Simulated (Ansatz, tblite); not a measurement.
# SnHMe2Et (C₄H₁₂Sn): a ladder of methods and basis sets

How do method and basis change the picture of SnHMe2Et (C₄H₁₂Sn) (singlet)?

The runs use Ansatz 0.2.0, Gaussian basis; as each input shows.

Levels to be run: GFN1-xTB, GFN2-xTB, PBE-D4/def2-TZVP, r2SCAN-D4/def2-TZVP, LC-ωPBE/def2-TZVP, BLYP-D4/def2-TZVP, BHLYP-D4/def2-TZVP, PBE-D4/def2-SVP, PBE0-D4/def2-SVP, CCSD(T)/def2-SVP, MP2/def2-TZVP.

6 further runs of the same task are left out: 6 set aside as unsound or not needed. Runs told in other sessions of the task aren't counted.

## (1) The geometry

The singlet was relaxed beforehand with B3LYP-D4/def2-SVP.

17 atoms, charge 0, spin multiplicity 1.

Bond lengths: C1–Sn5 2.175 Å, C1–H7 1.100 Å, C1–H8 1.100 Å, C1–H9 1.100 Å, C2–Sn5 2.174 Å, C2–H10 1.100 Å, C2–H11 1.100 Å, C2–H12 1.100 Å, C3–C4 1.530 Å, C3–Sn5 2.185 Å, C3–H13 1.103 Å, C3–H14 1.103 Å, C4–H15 1.104 Å, C4–H16 1.103 Å, C4–H17 1.103 Å, Sn5–H6 1.733 Å. Angles: Sn5–C1–H7 110.4°, Sn5–C1–H8 109.8°, Sn5–C1–H9 110.4°, H7–C1–H8 108.8°, H7–C1–H9 108.7°, H8–C1–H9 108.8°, Sn5–C2–H10 110.3°, Sn5–C2–H11 109.9°, Sn5–C2–H12 110.3°, H10–C2–H11 108.8°, H10–C2–H12 108.7°, H11–C2–H12 108.8°, C4–C3–Sn5 113.8°, C4–C3–H13 111.0°, C4–C3–H14 111.0°, Sn5–C3–H13 106.8°, Sn5–C3–H14 107.4°, H13–C3–H14 106.5° and more.

Sn takes a core potential in the def2 sets. No spin-orbit coupling is included.

PBE0-D4/def2-TZVP was run before; its log isn't repeated, and its numbers join the tables.

## (2) GFN1-xTB

Tight binding, by tblite at 300 K electronic temperature and without a spin-polarisation term:

```python
tblite.interface.Calculator('GFN1-xTB', numbers, positions, charge=0, uhf=0).singlepoint()
```

Energy -473.0919 eV, HOMO -11.50 eV, LUMO -5.95 eV; 0.009 s.

## (3) GFN2-xTB

Tight binding, by tblite at 300 K electronic temperature and without a spin-polarisation term:

```python
tblite.interface.Calculator('GFN2-xTB', numbers, positions, charge=0, uhf=0).singlepoint()
```

Energy -454.8454 eV, HOMO -10.73 eV, LUMO -5.45 eV; 0.007 s.

## (4) PBE-D4/def2-TZVP

start.molden holds the orbitals of an earlier run on this state, given as this run's starting guess.

in.yaml reads:

```yaml
crystal:
  periodic: [false, false, false]
  atoms:
    - {symbol: C, position_ang: [2.156064, 0.394889, -0.147468]}
    - {symbol: C, position_ang: [-0.716167, 2.435557, -0.624174]}
    - {symbol: C, position_ang: [-1.070060, -1.097990, -0.184329]}
    - {symbol: C, position_ang: [-0.660519, -2.363017, 0.572885]}
    - {symbol: Sn, position_ang: [0.067214, 0.678123, 0.388593]}
    - {symbol: H, position_ang: [-0.054218, 0.895577, 2.104038]}
    - {symbol: H, position_ang: [2.756125, 1.257441, 0.178226]}
    - {symbol: H, position_ang: [2.250010, 0.290347, -1.238901]}
    - {symbol: H, position_ang: [2.554430, -0.512331, 0.330557]}
    - {symbol: H, position_ang: [-1.773577, 2.588069, -0.361698]}
    - {symbol: H, position_ang: [-0.636936, 2.306282, -1.714033]}
    - {symbol: H, position_ang: [-0.146699, 3.330158, -0.331597]}
    - {symbol: H, position_ang: [-0.934295, -1.226320, -1.271488]}
    - {symbol: H, position_ang: [-2.137522, -0.870802, -0.027232]}
    - {symbol: H, position_ang: [-1.246806, -3.241654, 0.251205]}
    - {symbol: H, position_ang: [0.402804, -2.610046, 0.415413]}
    - {symbol: H, position_ang: [-0.809849, -2.254272, 1.660003]}
basis:
  gaussian: {orbitals: def2-TZVP, initial_orbitals: start.molden}
hamiltonian: {xc: pbe, dispersion: d4}
scf: {omitted_lower_state_checks: [starts]}
output: {forces: true, orbitals: {seedname: orbitals}}
```

Started as:

```
$ ansatz run in.yaml --threads 4 --pin off --events-out ev --progress --plain --max-ram 4787MiB
```

Standard output, cut to the lines that bear on the results:

```text
Functional definition: PBE
  name "PBE"
  cite "Perdew, Burke & Ernzerhof, Phys. Rev. Lett. 77, 3865 (1996) doi:10.1103/PhysRevLett.77.3865"
  parent pbe
[...]
1636 factors; their error is unknown
[...]
mean field -10170.29930344 eV, -373.7516057250 hartree, gradient 1.5e-5 eV, S^2 0.000000; 0 other end points of the search recorded, 0 dependent functions left out
[...]
reference -10170.29936147 eV, -373.7516078576 hartree; 29, 29 occupied and 217, 217 virtual orbitals, 1636 factors
Total energy: -10170.63785848 eV, -373.7640473932 hartree
Atom 0 at     2.156064     0.394889    -0.147468 Å, force     0.011097    -0.000724    -0.009891 eV/Å
Atom 1 at    -0.716167     2.435557    -0.624174 Å, force    -0.003568     0.011051    -0.011980 eV/Å
Atom 2 at    -1.070060    -1.097990    -0.184329 Å, force    -0.029110     0.041945    -0.043308 eV/Å
Atom 3 at    -0.660519    -2.363017     0.572885 Å, force     0.037523    -0.034835     0.046062 eV/Å
Atom 4 at     0.067214     0.678123     0.388593 Å, force     0.008596    -0.023166    -0.111620 eV/Å
Atom 5 at    -0.054218     0.895577     2.104038 Å, force    -0.001796     0.001629     0.019388 eV/Å
Atom 6 at     2.756125     1.257441     0.178226 Å, force    -0.057807    -0.060302    -0.017180 eV/Å
Atom 7 at     2.250010     0.290347    -1.238901 Å, force    -0.017479     0.008424     0.080157 eV/Å
Atom 8 at     2.554430    -0.512331     0.330557 Å, force    -0.039458     0.066213    -0.027103 eV/Å
Atom 9 at    -1.773577     2.588069    -0.361698 Å, force     0.081935    -0.022760    -0.010720 eV/Å
Atom 10 at    -0.636936     2.306282    -1.714033 Å, force    -0.000769     0.000526     0.082478 eV/Å
Atom 11 at    -0.146699     3.330158    -0.331597 Å, force    -0.034965    -0.075767    -0.013898 eV/Å
Atom 12 at    -0.934295    -1.226320    -1.271488 Å, force     0.004828     0.011519     0.065435 eV/Å
Atom 13 at    -2.137522    -0.870802    -0.027232 Å, force     0.068247    -0.002528     0.005971 eV/Å
Atom 14 at    -1.246806    -3.241654     0.251205 Å, force     0.025498     0.054669     0.007859 eV/Å
Atom 15 at     0.402804    -2.610046     0.415413 Å, force    -0.062928     0.021317     0.003786 eV/Å
Atom 16 at    -0.809849    -2.254272     1.660003 Å, force     0.010156     0.002790    -0.065436 eV/Å
Dipole moment:    -0.015852    -0.033233    -0.133462 e Å
Checks for a lower state left out: starts
```

It took 3.2 s on 4 threads of Arm Neoverse V1, shared host.

Report: HOMO -6.19 eV, LUMO -0.16 eV.

## (5) r2SCAN-D4/def2-TZVP

Changes to in.yaml since step 4:

```diff
@@ -22,4 +22,4 @@
   gaussian: {orbitals: def2-TZVP, initial_orbitals: start.molden}
-hamiltonian: {xc: pbe, dispersion: d4}
+hamiltonian: {xc: r2scan, dispersion: d4}
 scf: {omitted_lower_state_checks: [starts]}
-output: {forces: true, orbitals: {seedname: orbitals}}
+output: {orbitals: {seedname: orbitals}}
```

Same command.

Standard output:

```text
Functional definition: r2SCAN
  name "r2SCAN"
  cite "Furness, Kaplan, Ning, Perdew & Sun, J. Phys. Chem. Lett. 11, 8208 (2020) doi:10.1021/acs.jpclett.0c02405"
  cite "Furness, Kaplan, Ning, Perdew & Sun, J. Phys. Chem. Lett. 11, 9248 (2020) doi:10.1021/acs.jpclett.0c03077"
  parent r2scan
  parameter k0 = 0.174
  parameter k1 = 0.065
  parameter a1 = 4.9479
  exchange = r2scan_x(k0 = k0, k1 = k1, a1 = a1)
  correlation = r2scan_c
these checks for a lower state are left out or cut short: starts
1636 factors; their error is unknown
mean field evaluation 1: about -10176.2298 eV, gradient 5.6e0 eV
mean field evaluation 2: about -10176.2780 eV, gradient 4.6e-2 eV
mean field evaluation 4: about -10176.2377 eV, gradient 3.8e-4 eV
mean field -10176.23771066 eV, -373.9698381650 hartree, gradient 2.0e-5 eV, S^2 0.000000; 0 other end points of the search recorded, 0 dependent functions left out
reference -10176.23772700 eV, -373.9698387657 hartree; 29, 29 occupied and 217, 217 virtual orbitals, 1636 factors
Total energy: -10176.32740891 eV, -373.9731345151 hartree
Checks for a lower state left out: starts
```

Wall time 5.5 s (4 threads of Arm Neoverse V1, shared host).

Report: HOMO -6.40 eV, LUMO 0.33 eV.

## (6) LC-ωPBE/def2-TZVP

Changes to in.yaml since step 5:

```diff
@@ -22,3 +22,3 @@
   gaussian: {orbitals: def2-TZVP, initial_orbitals: start.molden}
-hamiltonian: {xc: r2scan, dispersion: d4}
+hamiltonian: {xc: {name: LC-wPBE}}
 scf: {omitted_lower_state_checks: [starts]}
```

Same command.

Standard output, cut to the lines that bear on the results:

```text
Functional definition: LC-wPBE
  name "LC-wPBE"
  cite "Vydrov & Scuseria, J. Chem. Phys. 125, 234109 (2006) doi:10.1063/1.2409292"
  cite "Heyd & Scuseria, J. Chem. Phys. 120, 7274 (2004) doi:10.1063/1.1668634"
  cite "Ernzerhof & Perdew, J. Chem. Phys. 109, 3313 (1998) doi:10.1063/1.476928"
  cite "Perdew, Burke & Ernzerhof, Phys. Rev. Lett. 77, 3865 (1996) doi:10.1103/PhysRevLett.77.3865"
  parent pbe
[...]
1636 factors; their error is unknown
597 factors; integrals over basis functions are off by at most 1.5e-5 eV
[...]
mean field -10175.41414188 eV, -373.9395725708 hartree, gradient 1.3e-5 eV, S^2 0.000000; 0 other end points of the search recorded, 0 dependent functions left out
reference -10175.41414189 eV, -373.9395725711 hartree; 29, 29 occupied and 217, 217 virtual orbitals, 1636 factors
Total energy: -10175.41414189 eV, -373.9395725711 hartree
Checks for a lower state left out: starts
```

Wall time 3.2 s (4 threads of Arm Neoverse V1, shared host).

HOMO -9.95 eV, LUMO 2.56 eV.

## (7) BLYP-D4/def2-TZVP

Changes to in.yaml since step 6:

```diff
@@ -22,3 +22,3 @@
   gaussian: {orbitals: def2-TZVP, initial_orbitals: start.molden}
-hamiltonian: {xc: {name: LC-wPBE}}
+hamiltonian: {xc: {name: BLYP}, dispersion: d4}
 scf: {omitted_lower_state_checks: [starts]}
```

The command is unchanged.

Standard output:

```text
Functional definition: BLYP
  name "BLYP"
  cite "Becke, Phys. Rev. A 38, 3098 (1988) doi:10.1103/PhysRevA.38.3098"
  cite "Lee, Yang & Parr, Phys. Rev. B 37, 785 (1988) doi:10.1103/PhysRevB.37.785"
  parameter beta = 0.0042
  parameter a = 0.04918
  parameter b = 0.132
  parameter c = 0.2533
  parameter d = 0.349
  exchange = b88_x(beta = beta)
  correlation = lyp_c(a = a, b = b, c = c, d = d)
these checks for a lower state are left out or cut short: starts
1636 factors; their error is unknown
mean field evaluation 1: about -10172.1853 eV, gradient 1.5e1 eV
mean field evaluation 2: about -10172.4934 eV, gradient 2.5e-1 eV
mean field evaluation 4: about -10172.4402 eV, gradient 6.6e-4 eV
mean field -10172.44015226 eV, -373.8302804679 hartree, gradient 5.0e-6 eV, S^2 0.000000; 0 other end points of the search recorded, 0 dependent functions left out
reference -10172.44064051 eV, -373.8302984108 hartree; 29, 29 occupied and 217, 217 virtual orbitals, 1636 factors
Total energy: -10173.16173769 eV, -373.8567982434 hartree
Checks for a lower state left out: starts
```

Run time: 2.6 s. Hardware: 4 threads of Arm Neoverse V1, shared host.

Report: HOMO -6.06 eV, LUMO -0.17 eV.

## (8) BHLYP-D4/def2-TZVP

Changes to in.yaml since step 7:

```diff
@@ -22,3 +22,3 @@
   gaussian: {orbitals: def2-TZVP, initial_orbitals: start.molden}
-hamiltonian: {xc: {name: BLYP}, dispersion: d4}
+hamiltonian: {xc: {name: BHLYP}, dispersion: d4}
 scf: {omitted_lower_state_checks: [starts]}
```

Same command.

Standard output:

```text
Functional definition: BHLYP
  name "BHLYP"
  cite "Becke, J. Chem. Phys. 98, 1372 (1993) doi:10.1063/1.464304"
  cite "Becke, Phys. Rev. A 38, 3098 (1988) doi:10.1103/PhysRevA.38.3098"
  cite "Lee, Yang & Parr, Phys. Rev. B 37, 785 (1988) doi:10.1103/PhysRevB.37.785"
  parameter a = 0.5
  exchange = (1 - a)*b88_x + a*exact_x
  correlation = lyp_c
these checks for a lower state are left out or cut short: starts
1896 factors; their error is unknown
mean field evaluation 1: about -10171.7474 eV, gradient 7.2e0 eV
mean field evaluation 2: about -10171.8447 eV, gradient 9.2e-2 eV
mean field evaluation 4: about -10171.9822 eV, gradient 3.1e-4 eV
mean field -10171.98220343 eV, -373.8134511587 hartree, gradient 1.0e-5 eV, S^2 0.000000; 0 other end points of the search recorded, 0 dependent functions left out
reference -10171.98244189 eV, -373.8134599222 hartree; 29, 29 occupied and 217, 217 virtual orbitals, 1896 factors
Total energy: -10172.41406314 eV, -373.8293217107 hartree
Checks for a lower state left out: starts
```

It took 3.9 s on 4 threads of Arm Neoverse V1, shared host; peak memory 0.75 GiB.

HOMO -8.38 eV, LUMO 1.25 eV.

## (9) PBE-D4/def2-SVP

Changes to in.yaml since step 8:

```diff
@@ -21,4 +21,4 @@
 basis:
-  gaussian: {orbitals: def2-TZVP, initial_orbitals: start.molden}
-hamiltonian: {xc: {name: BHLYP}, dispersion: d4}
+  gaussian: {orbitals: def2-SVP, initial_orbitals: start.molden}
+hamiltonian: {xc: pbe, dispersion: d4}
 scf: {omitted_lower_state_checks: [starts]}
```

The command is unchanged.

Standard output:

```text
Functional definition: PBE
  name "PBE"
  cite "Perdew, Burke & Ernzerhof, Phys. Rev. Lett. 77, 3865 (1996) doi:10.1103/PhysRevLett.77.3865"
  parent pbe
  parameter kappa = 0.804
  parameter beta = 0.06672455060314922
  exchange = pbe_x(kappa = kappa, mu = beta*pi^2/3)
  correlation = pbe_c(beta = beta)
these checks for a lower state are left out or cut short: starts
1619 factors; their error is unknown
mean field evaluation 1: about -10164.8773 eV, gradient 2.4e1 eV
mean field evaluation 2: about -10165.1783 eV, gradient 4.3e-1 eV
mean field evaluation 4: about -10165.1234 eV, gradient 2.5e-1 eV
mean field evaluation 8: about -10165.1236 eV, gradient 1.6e-5 eV
mean field -10165.12357364 eV, -373.5614011631 hartree, gradient 1.6e-5 eV, S^2 0.000000; 0 other end points of the search recorded, 0 dependent functions left out
reference -10165.12361795 eV, -373.5614027914 hartree; 29, 29 occupied and 113, 113 virtual orbitals, 1619 factors
Total energy: -10165.46211496 eV, -373.5738423270 hartree
Checks for a lower state left out: starts
```

Wall time 1.6 s (4 threads of Arm Neoverse V1, shared host).

From the report: HOMO -6.12 eV, LUMO 0.29 eV.

## (10) PBE0-D4/def2-SVP

Changes to in.yaml since step 9:

```diff
@@ -22,3 +22,3 @@
   gaussian: {orbitals: def2-SVP, initial_orbitals: start.molden}
-hamiltonian: {xc: pbe, dispersion: d4}
+hamiltonian: {xc: pbe0, dispersion: d4}
 scf: {omitted_lower_state_checks: [starts]}
```

Same command.

Standard output:

```text
Functional definition: PBE0
  name "PBE0"
  cite "Adamo & Barone, J. Chem. Phys. 110, 6158 (1999) doi:10.1063/1.478522"
  cite "Perdew, Burke & Ernzerhof, Phys. Rev. Lett. 77, 3865 (1996) doi:10.1103/PhysRevLett.77.3865"
  parent pbe
  parameter a = 0.25
  parameter kappa = 0.804
  parameter beta = 0.06672455060314922
  exchange = (1 - a)*pbe_x(kappa = kappa, mu = beta*pi^2/3) + a*exact_x
  correlation = pbe_c(beta = beta)
these checks for a lower state are left out or cut short: starts
1682 factors; their error is unknown
mean field evaluation 1: about -10166.3029 eV, gradient 2.4e1 eV
mean field evaluation 2: about -10166.5179 eV, gradient 3.0e-1 eV
mean field evaluation 4: about -10166.5679 eV, gradient 5.5e-4 eV
mean field -10166.56793505 eV, -373.6144804659 hartree, gradient 2.1e-5 eV, S^2 0.000000; 0 other end points of the search recorded, 0 dependent functions left out
reference -10166.56796977 eV, -373.6144817417 hartree; 29, 29 occupied and 113, 113 virtual orbitals, 1682 factors
Total energy: -10166.85828892 eV, -373.6251507739 hartree
Checks for a lower state left out: starts
```

It took 2 s on 4 threads of Arm Neoverse V1, shared host.

From the report: HOMO -7.31 eV, LUMO 1.20 eV.

## (11) CCSD(T)/def2-SVP

Changes to in.yaml since step 10:

```diff
@@ -22,3 +22,3 @@
   gaussian: {orbitals: def2-SVP, initial_orbitals: start.molden}
-hamiltonian: {xc: pbe0, dispersion: d4}
+correlation: {method: ccsd_t}
 scf: {omitted_lower_state_checks: [starts]}
```

Launched as before.

Standard output, cut to the lines that bear on the results:

```text
Functional definition: HF
  name "HF"
  cite "Fock, Z. Phys. 61, 126 (1930) doi:10.1007/BF01340294"
  parent pbe
[...]
1556 factors; integrals over basis functions are off by at most 1.3e-3 eV
[...]
mean field -10113.59836753 eV, -371.6678847636 hartree, gradient 4.5e-6 eV, S^2 0.000000; 0 other end points of the search recorded, 0 dependent functions left out
8 core orbitals not correlated: weight in the atoms' cores, before any rotation towards them, 1.000 or more for the frozen orbitals, at most 0.000 for the correlated occupied ones
reference -10113.59836753 eV, -371.6678847636 hartree; 21, 21 occupied and 113, 113 virtual orbitals, 1556 factors
second order -19.27049251 eV of doubles, -0.00000000 eV of singles
cycle   1  -20.66506922 eV  change    -1.4e0 eV  update   9.5e-2
[...]
cycle   8  -21.34143917 eV  change   -5.1e-6 eV  update   2.4e-5
perturbative correction -0.63312190 eV, -0.0232668007 hartree
Total energy: -10135.57292860 eV, -372.4754349879 hartree
Checks for a lower state left out: starts
```

It took 31 s on 4 threads of Arm Neoverse V1, shared host; peak memory 1.3 GiB.

From the report: Hartree-Fock HOMO -10.05 eV, LUMO 4.10 eV; T1 0.008.

## (12) MP2/def2-TZVP

Changes to in.yaml since step 11:

```diff
@@ -21,4 +21,4 @@
 basis:
-  gaussian: {orbitals: def2-SVP, initial_orbitals: start.molden}
-correlation: {method: ccsd_t}
+  gaussian: {orbitals: def2-TZVP, initial_orbitals: start.molden}
+correlation: {method: mp2}
 scf: {omitted_lower_state_checks: [starts]}
```

The command is unchanged.

Standard output:

```text
Functional definition: HF
  name "HF"
  cite "Fock, Z. Phys. 61, 126 (1930) doi:10.1007/BF01340294"
  parent pbe
  exchange = exact_x
  correlation = 0
these checks for a lower state are left out or cut short: starts
1859 factors; integrals over basis functions are off by at most 1.3e-3 eV
mean field evaluation 1: about -10117.5417 eV, gradient 2.3e1 eV
mean field evaluation 2: about -10118.3332 eV, gradient 7.2e-1 eV
mean field evaluation 4: about -10118.5287 eV, gradient 5.1e-3 eV
mean field evaluation 8: about -10118.5287 eV, gradient 1.2e-6 eV
mean field -10118.52867924 eV, -371.8490703769 hartree, gradient 1.3e-6 eV, S^2 0.000000; 0 other end points of the search recorded, 0 dependent functions left out
8 core orbitals not correlated: weight in the atoms' cores, before any rotation towards them, 1.000 or more for the frozen orbitals, at most 0.000 for the correlated occupied ones
reference -10118.52867924 eV, -371.8490703769 hartree; 21, 21 occupied and 217, 217 virtual orbitals, 1859 factors
second order -27.89604677 eV of doubles, -0.00000000 eV of singles
Total energy: -10146.42472601 eV, -372.8742311870 hartree
Checks for a lower state left out: starts
```

It took 3.9 s on 4 threads of Arm Neoverse V1, shared host; peak memory 0.68 GiB.

Report: Hartree-Fock HOMO -10.01 eV, LUMO 2.90 eV.

## (13) Levels side by side

| level | functions | HOMO (eV) | LUMO (eV) | gap (eV) | time |
| --- | --- | --- | --- | --- | --- |
| PBE-D4/def2-SVP | 142 | -6.12 | 0.29 | 6.41 | 1.6 s |
| PBE-D4/def2-TZVP | 246 | -6.19 | -0.16 | 6.03 | 3.2 s |
| BLYP-D4/def2-TZVP | 246 | -6.06 | -0.17 | 5.89 | 2.6 s |
| r2SCAN-D4/def2-TZVP | 246 | -6.40 | 0.33 | 6.74 | 5.5 s |
| PBE0-D4/def2-SVP | 142 | -7.31 | 1.20 | 8.51 | 2 s |
| PBE0-D4/def2-TZVP | 246 | -7.33 | 0.66 | 7.99 | 4.6 s |
| BHLYP-D4/def2-TZVP | 246 | -8.38 | 1.25 | 9.63 | 3.9 s |
| LC-ωPBE/def2-TZVP | 246 | -9.95 | 2.56 | 12.51 | 3.2 s |

The pieces so far (eV):

| basis | HF | MP2 correlation | CCSD correlation | (T) | total |
| --- | --- | --- | --- | --- | --- |
| def2-SVP | -10113.5984 | -19.2705 | -21.3414 | -0.6331 | -10135.5729 |
| def2-TZVP | -10118.5287 | -27.8960 |  |  | -10146.4247 (MP2) |

The correlation energy is far from converged in these sets, so it jumps between bases; where outer-core shells are correlated, the sets cover them unevenly.

## (14) Binding energy

Free atoms were run apart at each level; binding is atoms less cluster, divided by the number of atoms, without zero-point or spin-orbit terms.

Differences are taken before rounding.

| method | binding an atom (eV) | from CCSD(T)/def2-SVP (eV) | time |
| --- | --- | --- | --- |
| HF/def2-SVP | 2.816 | -0.728 |  |
| HF/def2-TZVP | 2.788 | -0.757 |  |
| PBE-D4/def2-SVP | 3.748 | +0.204 | 1.6 s |
| PBE-D4/def2-TZVP | 3.738 | +0.194 | 3.2 s |
| BLYP-D4/def2-TZVP | 3.672 | +0.128 | 2.6 s |
| r2SCAN-D4/def2-TZVP | 3.700 | +0.156 | 5.5 s |
| PBE0-D4/def2-SVP | 3.721 | +0.177 | 2 s |
| PBE0-D4/def2-TZVP | 3.706 | +0.162 | 4.6 s |
| BHLYP-D4/def2-TZVP | 3.630 | +0.086 | 3.9 s |
| LC-ωPBE/def2-TZVP | 3.683 | +0.139 | 3.2 s |
| MP2/def2-SVP | 3.539 | -0.005 |  |
| MP2/def2-TZVP | 3.582 | +0.038 | 3.9 s |
| CCSD/def2-SVP | 3.516 | -0.028 |  |
| CCSD(T)/def2-SVP | 3.544 | 0 | 31 s |

Among the levels timed on like hardware and quicker than the yardstick, those that no quicker one beats, quickest first: PBE-D4/def2-SVP (1.6 s, +0.204 eV); PBE0-D4/def2-SVP (2 s, +0.177 eV); BLYP-D4/def2-TZVP (2.6 s, +0.128 eV); BHLYP-D4/def2-TZVP (3.9 s, +0.086 eV); MP2/def2-TZVP (3.9 s, +0.038 eV).

## (15) Summary of results

| quantity | value |
| --- | --- |
| gap in def2-TZVP, named functionals, smallest and largest | 5.89 eV (BLYP-D4), 12.51 eV (LC-ωPBE) |
| correlation energy, CCSD(T)/def2-SVP | -21.97 eV |
| correlation energy, MP2/def2-TZVP | -27.90 eV |
| binding an atom, CCSD(T)/def2-SVP | 3.544 eV |
| PBE0 total energy, smallest basis above largest | 4.97 eV (def2-SVP, def2-TZVP) |

In words: Over the named functionals in def2-TZVP the gap runs from 5.89 eV (BLYP-D4) to 12.51 eV (LC-ωPBE); exact exchange widens it. The functionals in def2-TZVP miss CCSD(T)/def2-SVP by +0.086 (BHLYP-D4) to +0.194 eV (PBE-D4) an atom. The yardstick is in a double-zeta basis, so levels in larger sets aren't compared like for like. CCSD(T)/def2-SVP isn't at the basis-set limit; small misses against it rank nothing.

MP2/def2-TZVP reaches 0.038 eV from the reference in 3.9 s, where CCSD(T)/def2-SVP took 31 s; the quickest level in the cost chart, PBE-D4/def2-SVP, takes 1.6 s and misses by 0.204 eV. The slowest run with a step of its own, CCSD(T)/def2-SVP, took 31 s; the quickest functional in def2-TZVP took 2.6 s (shared host).
